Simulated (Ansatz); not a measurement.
# SbAs: the cost of one run

Method: DFT PBE+D3(BJ), scalar-relativistic, plane waves, PAW, in Ansatz 0.2.0.

3 further runs of the same task are left out: 3 set aside as unsound or not needed.

### 1 The system as given

The cell holds 24 atoms (As12Sb12): a = 8.839 Å, b = 8.700 Å, c = 9.071 Å, α = 89.67°, β = 89.93°, γ = 93.76°.

It is the last frame of an earlier stage of the same melt, run at 960 K.

Coordinates:

```
CELL_PARAMETERS angstrom
8.83417 -0.28762 0.00605
-0.28762 8.69555 0.02568
0.00605 0.02568 9.07102
ATOMIC_POSITIONS crystal
Sb 0.93746 0.09891 0.01856
Sb 0.60432 0.64418 0.54960
Sb 0.82514 0.95650 0.75631
Sb 0.72371 0.80525 0.09995
Sb 0.10992 0.22186 0.32706
Sb 0.10694 0.84597 0.16001
Sb 0.28897 0.85164 0.69873
Sb 0.28274 0.54679 0.50197
Sb 0.95647 0.42513 0.15060
Sb 0.44367 0.27285 0.57805
Sb 0.30814 0.16663 0.93639
Sb 0.04247 0.92073 0.52663
As 0.30305 0.43103 0.15020
As 0.88887 0.47526 0.58968
As 0.70645 0.26461 0.68543
As 0.11495 0.32325 0.75428
As 0.01996 0.68666 0.93987
As 0.55565 0.68982 0.87359
As 0.57708 0.51586 0.11886
As 0.35865 0.06156 0.38188
As 0.73320 0.38114 0.36308
As 0.59321 0.23356 0.01295
As 0.24513 0.56276 0.86547
As 0.47159 0.82553 0.26290
```

### 2 Dynamics at 300 K

One k point, a Fermi-Dirac width of 0.050 eV and a fixed cell.

Contents of input.yaml:

```yaml
crystal:
  lattice:
    - [8.834174, -0.287619, 0.006049]
    - [-0.287619, 8.69555, 0.025677]
    - [0.006049, 0.025677, 9.071017]
  atoms:
    - { symbol: Sb, position: [0.9374575244, 0.0989110423, 0.0185638193] }
    - { symbol: Sb, position: [0.604323886, 0.6441782395, 0.5496041048] }
    - { symbol: Sb, position: [0.8251383552, 0.9564994158, 0.7563081298] }
    - { symbol: Sb, position: [0.7237072807, 0.8052525135, 0.0999516912] }
    - { symbol: Sb, position: [0.1099227049, 0.2218565118, 0.3270632558] }
    - { symbol: Sb, position: [0.1069352206, 0.8459657415, 0.1600112161] }
    - { symbol: Sb, position: [0.288973222, 0.8516353038, 0.6987335437] }
    - { symbol: Sb, position: [0.2827435213, 0.5467865967, 0.5019727529] }
    - { symbol: Sb, position: [0.9564738196, 0.4251268416, 0.1505987264] }
    - { symbol: Sb, position: [0.443673905, 0.2728513201, 0.5780494128] }
    - { symbol: Sb, position: [0.3081444803, 0.1666268288, 0.9363897841] }
    - { symbol: Sb, position: [0.0424744399, 0.9207312717, 0.5266301496] }
    - { symbol: As, position: [0.3030529519, 0.4310284283, 0.1501953594] }
    - { symbol: As, position: [0.8888745373, 0.4752555255, 0.589678974] }
    - { symbol: As, position: [0.7064481942, 0.2646084416, 0.6854293754] }
    - { symbol: As, position: [0.1149539781, 0.3232512411, 0.7542756022] }
    - { symbol: As, position: [0.0199553562, 0.6866566112, 0.9398705829] }
    - { symbol: As, position: [0.5556521527, 0.6898186597, 0.8735858306] }
    - { symbol: As, position: [0.5770778008, 0.5158595878, 0.1188557666] }
    - { symbol: As, position: [0.3586487625, 0.0615579793, 0.3818772943] }
    - { symbol: As, position: [0.7331953901, 0.381140695, 0.3630786473] }
    - { symbol: As, position: [0.5932100277, 0.2335601666, 0.0129536069] }
    - { symbol: As, position: [0.2451347963, 0.5627608454, 0.8654674229] }
    - { symbol: As, position: [0.4715931638, 0.8255348041, 0.262896047] }
  symmetry: { detect: false }
basis:
  ecutwfc: 420
kpoints:
  mp_grid: { grid: [1, 1, 1], shift: [0.25, 0.25, 0.25] }
hamiltonian:
  xc: pbe
  dispersion: d3bj
scf:
  occupations: { method: fermi_dirac, width: 0.05 }
  lower_state_search: "off"
  convergence: { dr2_threshold: 1.0e-06 }
output:
  forces: true
  stress: true
md:
  timestep: 3.0
  n_steps: 57
  ensemble: nvt_langevin
  friction: 0.03
  temperature: 300.0
  initial_velocities: maxwell_boltzmann
  seed: 73226
```

Launch:

```bash
$ ansatz run input.yaml --threads 2 --pin off --max-ram 5120MiB --backend cpu --events-out ev --progress --plain --runs-dir out
```

**Question.** How long does this run take on 2 threads of Intel Xeon 6975P-C (Granite Rapids), shared host, and how much memory does it need?

About 4 min, with a peak of 1.2 GiB.
